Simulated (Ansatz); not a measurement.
GaN (charge -1), a search for lower mean-field states

With the Ansatz DFT code, driven from Python.

Typed at the interpreter:
```pycon
>>> import ansatz as az
>>> import numpy as np
>>> BASIS_SET = "def2-TZVP"
>>> FUNCTIONAL = "pbe0"
>>> VDW = "d3bj"
>>> CHARGE = -1
>>> geometry_ang = [
...     ("Ga", (0.0, 0.0, 0.0)),
...     ("N", (0.0, 0.0, 1.96)),
... ]
>>> gan = az.Crystal.molecule()
>>> for symbol, xyz in geometry_ang:
...     gan = gan.atom(symbol, xyz)
...
>>> symbols = [site.symbol for site in gan.cartesian_sites]
>>> start = np.array([site.position_ang for site in gan.cartesian_sites])
>>> for factor in [1.0, 1.5]:
...     xyz = (start - start.mean(axis=0)) * factor
...     scaled = az.Crystal.molecule()
...     for symbol, place in zip(symbols, xyz):
...         scaled = scaled.atom(symbol, place.tolist())
...     setup = scaled.calculation()
...     setup = setup.basis(gaussian=BASIS_SET)
...     setup = setup.functional(FUNCTIONAL, dispersion=VDW)
...     setup = setup.charge(CHARGE).spin("collinear", total=1)
...     for search in ("off", "standard"):
...         try:
...             r = setup.scf(lower_state_search=search).run().report
...         except az.AnsatzError as error:
...             print(f"x{factor} search {search}: {type(error).__name__}")
...             continue
...         state = r["mean_field"]["state"]
...         print(f"all distances x{factor}, search {search:8s} E = {r['free_energy_ev']:.5f} eV  <S^2> = {abs(state['spin_squared']):.3f}  other states met: {len(r['mean_field']['others'])}")
...
all distances x1.0, search off      E = -53857.38291 eV  <S^2> = 0.828  other states met: 0
all distances x1.0, search standard E = -53857.38291 eV  <S^2> = 0.828  other states met: 4
all distances x1.5, search off      E = -53855.39596 eV  <S^2> = 1.864  other states met: 0
all distances x1.5, search standard E = -53855.39596 eV  <S^2> = 1.864  other states met: 11
```

The settings weren't tested for convergence. The count of other states can hold repeated and symmetry-equivalent ends of the search; scaling all distances is a test, and for more than two atoms no physical path. The species is open-shell (spin multiplicity 2). The expectation value of S² is noticeably off S(S+1) in at least one run, so that state is spin-contaminated. The spin state was assumed, and another may lie lower. Anions want diffuse functions, which this basis lacks. The whole script took 22 s on 1 thread of Arm Neoverse V1, with other jobs on the host, peak memory 0.28 GiB.
